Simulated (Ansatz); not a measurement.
# MnAs (P6_3/mmc): which magnetic order lies lowest

Aim: at the geometry relaxed with parallel moments, start MnAs (P6_3/mmc) in several magnetic orders and compare their energies.

The COD entry's cell or inner coordinates are ideal or old and differ from later refinements, so a difference from it is no clean test against experiment.

Method: DFT PBE, scalar-relativistic, plane waves, PAW, in Ansatz 0.2.0.

**1. The structure to begin with**

The structure is hexagonal, space group P6_3/mmc (No. 194). Conventional cell: a = 3.655 Å, b = 3.655 Å, c = 5.504 Å, α = 90.00°, β = 90.00°, γ = 120.00°. Mn (site symmetry -3m) has 6 As at 2.52 Å and 2 Mn at 2.75 Å as nearest neighbours. As (site symmetry -6m2) has 6 Mn at 2.52 Å as nearest neighbours.

Structure file:

```cif
data_structure
_symmetry_space_group_name_H-M 'P 1'
_symmetry_Int_Tables_number 1
_cell_length_a 3.6553
_cell_length_b 3.6553
_cell_length_c 5.5036
_cell_angle_alpha 90.000
_cell_angle_beta 90.000
_cell_angle_gamma 120.000
_cell_volume 63.68
loop_
_atom_site_label
_atom_site_type_symbol
_atom_site_fract_x
_atom_site_fract_y
_atom_site_fract_z
_atom_site_occupancy
Mn1 Mn 0.00000 0.00000 0.00000 1
Mn2 Mn 0.00000 0.00000 0.50000 1
As1 As 0.33333 0.66667 0.25000 1
As2 As 0.66667 0.33333 0.75000 1
```

This cell comes from an earlier session at PBE: 15.920 Å³/atom at -0.01 GPa, on a 12×12×8 mesh.

**2. Antiferromagnetic, in the cell as typed**

The input, input.yaml:

```yaml
crystal:
  lattice:
    - [3.6552634965, 0.0, 0.0]
    - [-1.8276317482, 3.1655510455, 0.0]
    - [0.0, 0.0, 5.5036086009]
  atoms:
    - { symbol: Mn, position: [0.0, 0.0, 0.0], spin: 3.5 }
    - { symbol: Mn, position: [0.0, 0.0, 0.5], spin: -3.5 }
    - { symbol: As, position: [0.3333333333, 0.6666666667, 0.25] }
    - { symbol: As, position: [0.6666666667, 0.3333333333, 0.75] }
basis:
  ecutwfc: 420
  ecutrho_ratio: 4
kpoints:
  mp_grid: { grid: [12, 12, 8] }
hamiltonian:
  xc: pbe
scf:
  occupations: { method: gaussian, width: 0.05 }
  lower_state_search: "off"
output:
  forces: true
  stress: true
  eigenvalues: true
  populations: true
magnetization:
  spin_polarized: true
```

The run is started by

```
$ ansatz run input.yaml --threads 2 --pin off --max-ram 5120MiB --backend cpu --events-out ev --progress --plain --runs-dir out
```

**3. Ferromagnetic, larger cell**

The input, input.yaml:

```yaml
crystal:
  lattice:
    - [3.6552634965, 0.0, 0.0]
    - [-1.8276317482, 3.1655510455, 0.0]
    - [0.0, 0.0, 11.0072172018]
  atoms:
    - { symbol: Mn, position: [0.0, 0.0, 0.0], spin: 3.5 }
    - { symbol: Mn, position: [0.0, 0.0, 0.25], spin: 3.5 }
    - { symbol: As, position: [0.3333333333, 0.6666666667, 0.125] }
    - { symbol: As, position: [0.6666666667, 0.3333333333, 0.375] }
    - { symbol: Mn, position: [0.0, 0.0, 0.5], spin: 3.5 }
    - { symbol: Mn, position: [0.0, 0.0, 0.75], spin: 3.5 }
    - { symbol: As, position: [0.3333333333, 0.6666666667, 0.625] }
    - { symbol: As, position: [0.6666666667, 0.3333333333, 0.875] }
basis:
  ecutwfc: 420
  ecutrho_ratio: 4
kpoints:
  mp_grid: { grid: [10, 10, 4] }
hamiltonian:
  xc: pbe
scf:
  occupations: { method: gaussian, width: 0.05 }
  lower_state_search: "off"
output:
  forces: true
  stress: true
  eigenvalues: true
  populations: true
magnetization:
  spin_polarized: true
```

**4. Antiferromagnetic, propagation vector (0, 0, 1/2)**

input.yaml, as its differences from that of step 3:

```diff
@@ -10,4 +10,4 @@
     - { symbol: As, position: [0.6666666667, 0.3333333333, 0.375] }
-    - { symbol: Mn, position: [0.0, 0.0, 0.5], spin: 3.5 }
-    - { symbol: Mn, position: [0.0, 0.0, 0.75], spin: 3.5 }
+    - { symbol: Mn, position: [0.0, 0.0, 0.5], spin: -3.5 }
+    - { symbol: Mn, position: [0.0, 0.0, 0.75], spin: -3.5 }
     - { symbol: As, position: [0.3333333333, 0.6666666667, 0.625] }
```

**5. No spin polarisation**

The input, input.yaml:

```yaml
crystal:
  lattice:
    - [3.6552634965, 0.0, 0.0]
    - [-1.8276317482, 3.1655510455, 0.0]
    - [0.0, 0.0, 5.5036086009]
  atoms:
    - { symbol: Mn, position: [0.0, 0.0, 0.0] }
    - { symbol: Mn, position: [0.0, 0.0, 0.5] }
    - { symbol: As, position: [0.3333333333, 0.6666666667, 0.25] }
    - { symbol: As, position: [0.6666666667, 0.3333333333, 0.75] }
basis:
  ecutwfc: 420
  ecutrho_ratio: 4
kpoints:
  mp_grid: { grid: [12, 12, 8] }
hamiltonian:
  xc: pbe
scf:
  occupations: { method: gaussian, width: 0.05 }
output:
  forces: true
  stress: true
  eigenvalues: true
```

(Steps that only read results are left out.)

Before running it: what results should come out? Wanted: orders tried; lowest; next above it.

**Answer**, as computed:

```
            quantity                                                            value
        orders tried                                                                4
              lowest                                                    ferromagnetic
largest moment there                                                          2.85 μB
       next above it  antiferromagnetic, propagation vector (0, 0, 1/2), 1.6 meV/atom
```

What this shows: Of the orders that kept their pattern, the lowest is: ferromagnetic. The next lies 1.6 meV/atom higher, too close to settle here. Under stress at this geometry, and so lower once relaxed: antiferromagnetic, in the cell as typed (-1.4 GPa); no spin polarisation (-14.4 GPa). Only these orders were tried, at zero temperature; the one found in experiment may not be among them.
